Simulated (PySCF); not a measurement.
**SnH: from the state search to spectroscopic constants**

What are the lowest state that PBE0 finds, the bond length, vibrational wavenumber and bond energy of SnH, and how much do these hang on the method?

Program: PySCF 2.14.0. Level of theory: Sn cc-pVTZ-PP with ECP28, H cc-pVTZ, scalar-relativistic core potentials. These are calculated values, not measurements.

### 1 Input

Settings of the job:

```yaml
atoms: Sn, H
charge: 0
basis: Sn cc-pVTZ-PP with ECP28, H cc-pVTZ
Hamiltonian: scalar-relativistic core potentials
basis_functions: 53
electrons_treated: 23
masses_in_u: 119.9022, 1.0078
levels: PBE0, PBE, r²SCAN, B2PLYP, TPSSh, r²SCAN0, HF, MP2, SCS-MP2, CCSD, CCSD(T)
grid: 80 radial by 434 angular points
occupations: held fixed by the projection of orbital angular momentum
dissociation_limit: Sn + H, each in its ground configuration
starting_distance_in_angstrom: 1.670
values_of_2S_to_try: 1, 3
```

Command:

```console
OMP_NUM_THREADS=1 python dia.py task.json out
```

The job searches for the state first and then visits each distance with every level. Its results follow level by level.

### 2 State search with unrestricted PBE0

At the starting distance of 1.670 Å the search finds these solutions (others can lie among them):

| 2Ms+1 | unpaired | term | E (eV) | ⟨S²⟩ | ⟨Lz²⟩ | μ (D) |
| --- | --- | --- | --- | --- | --- | --- |
| 2 | π ↑ | ²Π | 0.00 | 0.75 | 1.01 | -0.14 |
| 4 | σ ↑, π ↑↑ | ⁴Σ⁻ | 1.86 | 3.75 | 0.00 | 0.03 |
| 2 | σ ↑, π ↑↓ | not assigned | 2.48 | 1.77 | 2.02 | 0.16 |
| 2 | σ ↓, π ↑↑ | not assigned | 2.49 | 1.77 | 0.00 | 0.25 |
| 2 | σ ↑ | not assigned | 3.29 | 0.76 | 2.01 | 0.17 |
| 4 | σ ↑↑, π ↑ | ⁴Π | 5.72 | 3.75 | 1.00 | 1.52 |
| 2 | π ↑ | ²Π | 7.28 | 0.79 | 1.01 | 0.08 |

7 of 10 solutions are listed, lowest first. Solutions whose top level lies above zero are left out, so the zero of the table need not be the lowest of all.

A term symbol stands only where ⟨S²⟩ and ⟨Lz²⟩ are near those of a pure state. A positive dipole means Sn(−)H(+).

The most promising solutions are followed along the bond (rough minima from three points):

| 2Ms+1 | unpaired | R at minimum (Å) | energy at minimum (eV) |
| --- | --- | --- | --- |
| 2 | π ↑ | 1.78 | 0.00 |
| 4 | σ ↑, π ↑↑ | 1.77 | 1.90 |

The search made 10 SCF attempts at the starting distance; with the short scans it took 5.5 s of wall time (1 thread of Intel Xeon 6975P-C (Granite Rapids), shared host).

### 3 First curve: PBE0

State followed: ²Π (doublet), unpaired electrons π ↑. The scan is laid around 1.784 Å.

Output of the SCF at 1.784 Å:

```text
******** <class 'pyscf.dft.uks_symm.SymAdaptedUKS'> ********
method = SymAdaptedUKS
initial guess = minao
damping factor = 0
level_shift factor = 0
DIIS = <class 'pyscf.scf.diis.CDIIS'>
diis_start_cycle = 1
diis_space = 10
diis_damp = 0
SCF conv_tol = 1e-09
SCF conv_tol_grad = None
SCF max_cycles = 60
direct_scf = False
max_memory 909 MB (current use 288 MB)
number electrons alpha = 12  beta = 11
XC library pyscf.dft.libxc version 7.0.0
    S. Lehtola, C. Steigemann, M. J.T. Oliveira, and M. A.L. Marques.,  SoftwareX 7, 1–5 (2018)
XC functionals = PBE0
    C. Adamo and V. Barone.,  J. Chem. Phys. 110, 6158 (1999)
    M. Ernzerhof and G. E. Scuseria.,  J. Chem. Phys. 110, 5029 (1999)
small_rho_cutoff = 0
Overwritten attributes  get_jk get_j get_k get_hcore get_occ  of <class 'pyscf.dft.uks_symm.SymAdaptedUKS'>
<class 'pyscf.dft.uks_symm.SymAdaptedUKS'> does not have attributes  refdm
Set gradient conv threshold to 3.16228e-05
init E= -214.858153358121
cycle= 1 E= -214.854903221485  delta_E= 0.00325  |g|= 0.00353  |ddm|= 0.0217
cycle= 2 E= -214.854907945935  delta_E= -4.72e-06  |g|= 0.0028  |ddm|= 0.0139
cycle= 3 E= -214.854915196699  delta_E= -7.25e-06  |g|= 0.000155  |ddm|= 0.00659
cycle= 4 E= -214.854915209313  delta_E= -1.26e-08  |g|= 5e-05  |ddm|= 0.000425
cycle= 5 E= -214.854915210767  delta_E= -1.45e-09  |g|= 7.89e-06  |ddm|= 0.000105
cycle= 6 E= -214.854915210931  delta_E= -1.65e-10  |g|= 2.38e-06  |ddm|= 4.52e-05
Extra cycle  E= -214.854915210948  delta_E= -1.65e-11  |g|= 1.3e-06  |ddm|= 1.29e-05
converged SCF energy = -214.854915210948  <S^2> = 0.75394262  2S+1 = 2.0039387
```

Points of the scan, energies from the lowest:

| R (Å) | E (eV) | μ (D) | Mulliken charge of Sn (e) | Mayer bond order | ⟨S²⟩ | HOMO (eV) | LUMO (eV) |
| --- | --- | --- | --- | --- | --- | --- | --- |
| 1.5342 | 0.4700 | 0.29 | 0.05 | 0.97 | 0.75 | -4.92 | -3.06 |
| 1.6056 | 0.2148 | 0.07 | 0.08 | 0.97 | 0.75 | -4.92 | -3.07 |
| 1.6770 | 0.0690 | -0.16 | 0.10 | 0.96 | 0.75 | -4.94 | -3.08 |
| 1.7305 | 0.0155 | -0.34 | 0.11 | 0.96 | 0.75 | -4.95 | -3.09 |
| 1.7840 | 0.0000 | -0.51 | 0.13 | 0.96 | 0.75 | -4.96 | -3.10 |
| 1.8375 | 0.0152 | -0.69 | 0.14 | 0.96 | 0.75 | -4.98 | -3.12 |
| 1.9089 | 0.0733 | -0.92 | 0.15 | 0.96 | 0.75 | -5.01 | -3.15 |
| 1.9981 | 0.1911 | -1.21 | 0.16 | 0.95 | 0.75 | -5.04 | -3.18 |
| 2.1051 | 0.3772 | -1.55 | 0.18 | 0.95 | 0.75 | -5.09 | -3.23 |
| 2.2478 | 0.6689 | -1.99 | 0.19 | 0.95 | 0.76 | -5.17 | -3.30 |

Fit: Re = 1.782 Å, ωe = 1712 cm⁻¹, ωexe = 25.5 cm⁻¹, αe = 0.134 cm⁻¹, Be = 5.310 cm⁻¹, De = 2.59 eV, μ = -0.51 D.

Orbitals nearest the gap at 1.784 Å:

| spin | orbital | ε (eV) | filled | made of |
| --- | --- | --- | --- | --- |
| β | δ | -28.31 | yes | Sn d 100 % |
| α | σ | -28.11 | yes | Sn d 100 % |
| α | π | -28.07 | yes | Sn d 100 % |
| β | σ | -27.99 | yes | Sn d 100 % |
| β | π | -27.94 | yes | Sn d 100 % |
| α | σ | -12.88 | yes | Sn s 82 %, H s 15 % |
| β | σ | -12.19 | yes | Sn s 77 %, H s 20 % |
| α | σ | -7.33 | yes | Sn p 45 %, H s 38 %, Sn s 14 % |
| β | σ | -7.10 | yes | Sn p 42 %, H s 37 %, Sn s 19 % |
| α | π | -4.96 | yes | Sn p 100 % |
| α | π | -3.10 | no | Sn p 100 % |
| β | π | -2.78 | no | Sn p 100 % |
| β | π | -1.99 | no | Sn p 99 % |
| α | σ | 0.75 | no | Sn p 60 %, H s 32 % |

Polarisability there: 51.6 bohr³ along the bond, 42.4 across it. Without diffuse functions these come out too small, above all across the bond.

### 4 Orbitals, density and potential

Orbitals, density, ELF and potential are computed afterwards from the orbital file.

Frontier orbitals at PBE0 (alpha spin), with the share of their density that lies nearest to each atom:

| orbital | energy (eV) | lies on |
| --- | --- | --- |
| HOMO-1 | -7.33 | Sn1 51 %; H2 49 % |
| HOMO | -4.96 | Sn1 87 %; H2 13 % |
| LUMO | -3.10 | Sn1 87 %; H2 13 % |

ELF in a plane through or near 2 of the atoms.

Ten even steps from '0' (0.00) to '9' (1.00):
```
0001467889887542100000000000
0014789999998764210000000000
0136899999998764311000000000
0357999999998764332210000000
1458999999988764444431100000
1568899877666555677775410000
2568888643333446899998740000
2568876334543237999999961000
2568865357775228999999983000
2568864363136228999999984000
2568864363136228999999984000
2568865357775228999999983000
2568876334543237999999961000
2568888643333446899998740000
1568899877666555677775410000
1458999999988764444431100000
0357999999998764332210000000
0136899999998764311000000000
0014789999998764210000000000
0001467889887542100000000000
```
The map spans 7.0 Å across and 5.2 Å up, centred on the molecule. Atoms in the plane (x, y in Å): Sn1 (-0.9, 0.0), H2 (0.9, 0.0).

On the surface of density 0.002 e/bohr³ the electrostatic potential runs, from the 1st to the 99th percentile, from -0.54 to 2.91 V.

The spin density lies nearest to Sn1 87 %; H2 13 %.

Core electrons inside the core potentials are missing from the density.

### 5 Higher solutions at PBE0

State 2: ⁴Σ⁻ (quartet), unpaired electrons σ ↑, π ↑↑, an excited solution.

The SCF at the reference distance, 1.784 Å, printed:

```text
[... 13 set-up lines left out, the same as in an earlier log ...]
max_memory 909 MB (current use 323 MB)
number electrons alpha = 13  beta = 10
[... 7 set-up lines left out, the same as in an earlier log ...]
init E= -214.789051630998
cycle= 1 E= -214.785044081229  delta_E= 0.00401  |g|= 0.00224  |ddm|= 0.0212
cycle= 2 E= -214.785049378586  delta_E= -5.3e-06  |g|= 0.00203  |ddm|= 0.0125
cycle= 3 E= -214.785052881105  delta_E= -3.5e-06  |g|= 0.000415  |ddm|= 0.00442
cycle= 4 E= -214.785053485878  delta_E= -6.05e-07  |g|= 0.000365  |ddm|= 0.00289
cycle= 5 E= -214.785053673374  delta_E= -1.87e-07  |g|= 7.15e-05  |ddm|= 0.00163
cycle= 6 E= -214.785053690893  delta_E= -1.75e-08  |g|= 7.49e-06  |ddm|= 0.000734
cycle= 7 E= -214.785053690988  delta_E= -9.46e-11  |g|= 1.51e-06  |ddm|= 4.09e-05
Extra cycle  E= -214.785053690989  delta_E= -1.14e-12  |g|= 1.06e-06  |ddm|= 7.69e-06
converged SCF energy = -214.785053690989  <S^2> = 3.7556144  2S+1 = 4.0028062
```

Re = 1.764 Å, ωe = 1460 cm⁻¹, ωexe = 84.7 cm⁻¹, αe = 0.315 cm⁻¹, Be = 5.420 cm⁻¹, μ = 0.07 D. Its minimum lies 1.90 eV above that of the lowest state.

Energy (eV) from the lowest point of the lowest state:

| R (Å) | lowest | state 2 |
| --- | --- | --- |
| 1.534 | 0.470 | 2.228 |
| 1.606 | 0.215 | 2.035 |
| 1.677 | 0.069 | 1.935 |
| 1.730 | 0.016 | 1.904 |
| 1.784 | 0.000 | 1.901 |
| 1.837 | 0.015 | 1.918 |
| 1.909 | 0.073 | 1.960 |
| 1.998 | 0.191 | 2.031 |
| 2.105 | 0.377 | 2.121 |
| 2.248 | 0.669 | 2.230 |

### 6 PBE (GGA)

Log of the SCF at 1.784 Å:

```text
[... 13 set-up lines left out, the same as in an earlier log ...]
max_memory 909 MB (current use 307 MB)
[... 3 set-up lines left out, the same as in an earlier log ...]
XC functionals = PBE
    J. P. Perdew, K. Burke, and M. Ernzerhof.,  Phys. Rev. Lett. 77, 3865 (1996)
    J. P. Perdew, K. Burke, and M. Ernzerhof.,  Phys. Rev. Lett. 78, 1396 (1997)
    J. P. Perdew, K. Burke, and M. Ernzerhof.,  Phys. Rev. Lett. 77, 3865 (1996)
    J. P. Perdew, K. Burke, and M. Ernzerhof.,  Phys. Rev. Lett. 78, 1396 (1997)
[... 2 set-up lines left out, the same as in an earlier log ...]
init E= -214.844529129863
cycle= 1 E= -214.845439848694  delta_E= -0.000911  |g|= 0.0178  |ddm|= 0.184
cycle= 2 E= -214.84545376679  delta_E= -1.39e-05  |g|= 0.0155  |ddm|= 0.0476
cycle= 3 E= -214.845529881056  delta_E= -7.61e-05  |g|= 0.00125  |ddm|= 0.0263
cycle= 4 E= -214.845531233846  delta_E= -1.35e-06  |g|= 0.000327  |ddm|= 0.00433
cycle= 5 E= -214.845531342892  delta_E= -1.09e-07  |g|= 5.57e-05  |ddm|= 0.000886
cycle= 6 E= -214.845531345607  delta_E= -2.72e-09  |g|= 8.41e-06  |ddm|= 0.000157
cycle= 7 E= -214.845531345703  delta_E= -9.5e-11  |g|= 1.77e-06  |ddm|= 4.1e-05
Extra cycle  E= -214.845531345709  delta_E= -6.68e-12  |g|= 1.12e-06  |ddm|= 1.19e-05
converged SCF energy = -214.845531345709  <S^2> = 0.75246834  2S+1 = 2.0024668
```

Re = 1.801 Å, ωe = 1639 cm⁻¹, ωexe = 26.0 cm⁻¹, αe = 0.138 cm⁻¹, Be = 5.199 cm⁻¹, De = 2.64 eV, μ = -0.61 D. 3.8 s of CPU time for 12 points, integrals apart.

### 7 r²SCAN (meta-GGA)

Log of the SCF at 1.784 Å:

```text
[... 17 set-up lines left out, the same as in an earlier log ...]
XC functionals = R2SCAN
    J. W. Furness, A. D. Kaplan, J. Ning, J. P. Perdew, and J. Sun.,  J. Phys. Chem. Lett. 11, 8208-8215 (2020)
    J. W. Furness, A. D. Kaplan, J. Ning, J. P. Perdew, and J. Sun.,  J. Phys. Chem. Lett. 11, 9248-9248 (2020)
    J. W. Furness, A. D. Kaplan, J. Ning, J. P. Perdew, and J. Sun.,  J. Phys. Chem. Lett. 11, 8208-8215 (2020)
    J. W. Furness, A. D. Kaplan, J. Ning, J. P. Perdew, and J. Sun.,  J. Phys. Chem. Lett. 11, 9248-9248 (2020)
[... 2 set-up lines left out, the same as in an earlier log ...]
init E= -214.927363864312
cycle= 1 E= -214.927876438973  delta_E= -0.000513  |g|= 0.00228  |ddm|= 0.12
cycle= 2 E= -214.927880109539  delta_E= -3.67e-06  |g|= 0.00157  |ddm|= 0.00903
cycle= 3 E= -214.927881589688  delta_E= -1.48e-06  |g|= 0.000475  |ddm|= 0.00431
cycle= 4 E= -214.927881770824  delta_E= -1.81e-07  |g|= 8.83e-05  |ddm|= 0.00142
cycle= 5 E= -214.927881779451  delta_E= -8.63e-09  |g|= 3.17e-05  |ddm|= 0.000375
cycle= 6 E= -214.927881780527  delta_E= -1.08e-09  |g|= 9.62e-06  |ddm|= 0.000103
cycle= 7 E= -214.927881780648  delta_E= -1.21e-10  |g|= 2.97e-06  |ddm|= 4.36e-05
Extra cycle  E= -214.92788178066  delta_E= -1.21e-11  |g|= 2.27e-06  |ddm|= 1.45e-05
converged SCF energy = -214.92788178066  <S^2> = 0.75597986  2S+1 = 2.0059709
```

Re = 1.781 Å, ωe = 1705 cm⁻¹, ωexe = 26.1 cm⁻¹, αe = 0.137 cm⁻¹, Be = 5.317 cm⁻¹, De = 2.66 eV, μ = -0.51 D.

(Part 1 of 2 ends here.)
